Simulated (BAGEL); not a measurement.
**AlHSBrCl (SMILES [SH][Al]([Cl])[Br]) at PBE0/6-31G(d) (density fitting with qzvpp-jkfit, spherical functions)**

What is the energy change on altering one bond length of AlHSBrCl at PBE0/6-31G* (density fitting with qzvpp-jkfit, spherical functions)? 

Program for the calculation: BAGEL 1.2.2.

2 further runs of the same task are left out: 2 for a known fault of the program. Runs told in other sessions of the task aren't counted.

**1. The molecule**

AlHSBrCl has 5 atoms, charge 0, and is taken as a singlet. SMILES: `[SH][Al]([Cl])[Br]`. Geometry: relaxed at PBE0-D4/def2-TZVP. This is one conformer, not always the lowest.

Bond lengths: S1–Al2 2.159 Å, Al2–Cl3 2.077 Å, Al2–Br4 2.238 Å, S1–H5 1.345 Å. Angles: S1–Al2–Cl3 118.6°, S1–Al2–Br4 121.4°, Cl3–Al2–Br4 120.1°, Al2–S1–H5 92.2°.

**2. The energy at PBE0/6-31G(d) (density fitting with qzvpp-jkfit, spherical functions)**

File job.json:

```json
{ "bagel" : [

{
  "title" : "molecule",
  "basis" : "6-31gs.json",
  "df_basis" : "qzvpp-jkfit",
  "angstrom" : true,
  "geometry" : [
    { "atom" : "S", "xyz" : [       0.103200,       1.673200,       0.404500 ] },
    { "atom" : "Al", "xyz" : [       0.228300,      -0.466900,       0.150900 ] },
    { "atom" : "Cl", "xyz" : [       1.513900,      -1.539900,       1.380300 ] },
    { "atom" : "Br", "xyz" : [      -0.990800,      -1.529400,      -1.395800 ] },
    { "atom" : "H", "xyz" : [      -0.804800,       1.789300,      -0.581400 ] }
  ]
},

{
  "title" : "ks",
  "xc_func" : "pbe0"
},

{
  "title" : "print",
  "file" : "orbitals.molden",
  "orbitals" : true
}

]}
```

The basis set 6-31G* is read from a file made from the Basis Set Exchange's data (not shown).

Started as:

```bash
$ BAGEL_NUM_THREADS=1 BAGEL job.json > job.out
```

Standard output:

```text
* using 1 threads per process

  ===============================================================
  ===============================================================

  *** Geometry ***

  { "atom" : "S", "xyz" : [      0.195020,      3.161890,      0.764394 ] },
  { "atom" : "Al", "xyz" : [      0.431424,     -0.882313,      0.285160 ] },
  { "atom" : "Cl", "xyz" : [      2.860856,     -2.909989,      2.608389 ] },
  { "atom" : "Br", "xyz" : [     -1.872341,     -2.890147,     -2.637680 ] },
  { "atom" : "H", "xyz" : [     -1.520852,      3.381287,     -1.098687 ] },

  Number of auxiliary basis functions:      668

  Since a DF basis is specified, we compute 2- and 3-index integrals:
    o Being stored without compression. Storage requirement is 0.041 GB

  Number of basis functions:       88
  Number of electrons      :       82

    * METHOD: MOLECULE                             0.44

  *** Kohn-Sham DFT ***

    * Removing 8516 points whose weight is below 1.00e-10
    * Grid points: 66014

  === Nuclear Repulsion ===
   432.2763337786

       - DIIS with orbital gradients will be used.

  === KS iteration (pbe0 / 6-31gs.json) ===
      0      -3536.09799880          0.13464882           0.38
      1      -3211.15207225          0.17418906           0.35
      2      -3202.36456105          0.09461383           0.35
      3      -3275.44498492          0.13925755           0.35
      4      -3470.36132114          0.12199832           0.34
      5      -3639.13883929          0.11365808           0.35
      6      -3559.34763056          0.15957547           0.35
      7      -3486.27598656          0.16791430           0.35
      8      -3391.77403426          0.11556771           0.35
      9      -3660.01541626          0.09002570           0.35
     10      -3661.95365948          0.11248337           0.35
     11      -3652.96446139          0.08952507           0.35
     12      -3656.87886771          0.10526558           0.35
     13      -3654.78533267          0.13138786           0.35
     14      -3607.08115054          0.10117130           0.34
     15      -3667.55510861          0.05940010           0.34
     16      -3672.76409594          0.03996243           0.35
     17      -3674.34833077          0.01699960           0.35
     18      -3674.67155084          0.00522433           0.35
     19      -3674.69703115          0.00078310           0.35
     20      -3674.69760741          0.00019842           0.35
     21      -3674.69763055          0.00006074           0.34
     22      -3674.69763390          0.00001629           0.34
     23      -3674.69763411          0.00000431           0.34
     24      -3674.69763413          0.00000129           0.35
     25      -3674.69763413          0.00000041           0.35
     26      -3674.69763413          0.00000005           0.35
     27      -3674.69763413          0.00000001           0.35
     28      -3674.69763413          0.00000001           0.35
    * SCF iteration converged.

    * Permanent dipole moment:
           (    0.330944,    -0.271736,     0.317487) a.u.

    * METHOD: KS                                  10.34

    * METHOD: PRINT                                0.01

  ===============================================================
```

It took 11 s on 1 thread of Arm Neoverse V2, shared host; peak memory 0.37 GiB.

**3. The distorted shape at the same level**

File dft.json:

```json
{ "bagel" : [

{
  "title" : "molecule",
  "basis" : "6-31gs.json",
  "df_basis" : "qzvpp-jkfit",
  "angstrom" : true,
  "geometry" : [
    { "atom" : "S", "xyz" : [       0.557192,       1.615151,       0.897442 ] },
    { "atom" : "Al", "xyz" : [       0.682292,      -0.524949,       0.643842 ] },
    { "atom" : "Cl", "xyz" : [       1.967892,      -1.597949,       1.873242 ] },
    { "atom" : "Br", "xyz" : [      -0.536808,      -1.587449,      -0.902858 ] },
    { "atom" : "H", "xyz" : [      -0.804800,       1.789300,      -0.581400 ] }
  ]
},

{
  "title" : "ks",
  "xc_func" : "pbe0"
},

{
  "title" : "print",
  "file" : "orbitals.molden",
  "orbitals" : true
}

]}
```

The basis set 6-31G* is read from a file made from the Basis Set Exchange's data (not shown).

Started as:

```bash
$ BAGEL_NUM_THREADS=1 BAGEL dft.json > dft.out
```

Standard output:

```text
* using 1 threads per process

  ===============================================================
  ===============================================================

  *** Geometry ***

  { "atom" : "S", "xyz" : [      1.052940,      3.052193,      1.695920 ] },
  { "atom" : "Al", "xyz" : [      1.289345,     -0.992010,      1.216685 ] },
  { "atom" : "Cl", "xyz" : [      3.718777,     -3.019686,      3.539914 ] },
  { "atom" : "Br", "xyz" : [     -1.014420,     -2.999844,     -1.706154 ] },
  { "atom" : "H", "xyz" : [     -1.520852,      3.381287,     -1.098687 ] },

  Number of auxiliary basis functions:      668

  Since a DF basis is specified, we compute 2- and 3-index integrals:
    o Being stored without compression. Storage requirement is 0.041 GB

  Number of basis functions:       88
  Number of electrons      :       82

    * METHOD: MOLECULE                             0.44

  *** Kohn-Sham DFT ***

    * Removing 8224 points whose weight is below 1.00e-10
    * Grid points: 66306

  === Nuclear Repulsion ===
   429.6315937960

       - DIIS with orbital gradients will be used.

  === KS iteration (pbe0 / 6-31gs.json) ===
      0      -3536.97334830          0.13415124           0.38
      1      -3205.39543836          0.17608218           0.35
      2      -3204.50850709          0.09497817           0.35
      3      -3273.70808465          0.13611000           0.35
      4      -3468.83715468          0.11684354           0.36
      5      -3644.22201945          0.09911181           0.35
      6      -3652.90357793          0.07677848           0.35
      7      -3650.75821518          0.12979000           0.35
      8      -3599.18513577          0.13612441           0.35
      9      -3635.68851274          0.15569781           0.35
     10      -3663.95903376          0.08485336           0.35
     11      -3674.34218153          0.01491043           0.35
     12      -3674.21085703          0.01867580           0.35
     13      -3674.60871263          0.00277787           0.35
     14      -3674.61475842          0.00164575           0.35
     15      -3674.61726543          0.00035065           0.35
     16      -3674.61735287          0.00005818           0.35
     17      -3674.61735593          0.00002480           0.35
     18      -3674.61735668          0.00000716           0.35
     19      -3674.61735673          0.00000189           0.35
     20      -3674.61735673          0.00000110           0.35
     21      -3674.61735673          0.00000025           0.35
     22      -3674.61735673          0.00000008           0.35
     23      -3674.61735673          0.00000004           0.35
     24      -3674.61735673          0.00000002           0.35
     25      -3674.61735673          0.00000001           0.35
    * SCF iteration converged.

    * Permanent dipole moment:
           (    0.310304,    -0.277721,     0.293504) a.u.

    * METHOD: KS                                   9.38

    * METHOD: PRINT                                0.01

  ===============================================================
```

It took 10 s on 1 thread of Arm Neoverse V2, shared host; peak memory 0.37 GiB.

**4. Results**

At PBE0/6-31G* (density fitting with qzvpp-jkfit, spherical functions):

```
                                                         quantity           value
                                        first shape: total energy  -3674.69763 Eh
                                       first shape: dipole moment          1.35 D
                                         first shape: HOMO energy        -8.26 eV
                                         first shape: LUMO energy        -1.27 eV
                                       first shape: HOMO–LUMO gap         6.99 eV
                                    distorted shape: total energy  -3674.61736 Eh
                                   distorted shape: dipole moment          1.29 D
                                     distorted shape: HOMO energy        -8.22 eV
                                     distorted shape: LUMO energy        -3.63 eV
                                   distorted shape: HOMO–LUMO gap         4.59 eV
energy change with the S1–H5 bond stretched from 1.345 to 2.018 Å        2.184 eV
```

In words: With the S1–H5 bond stretched from 1.345 to 2.018 Å the energy rises by 2.18 eV (211 kJ/mol). The first shape isn't relaxed at this level, so the change isn't measured from a minimum.
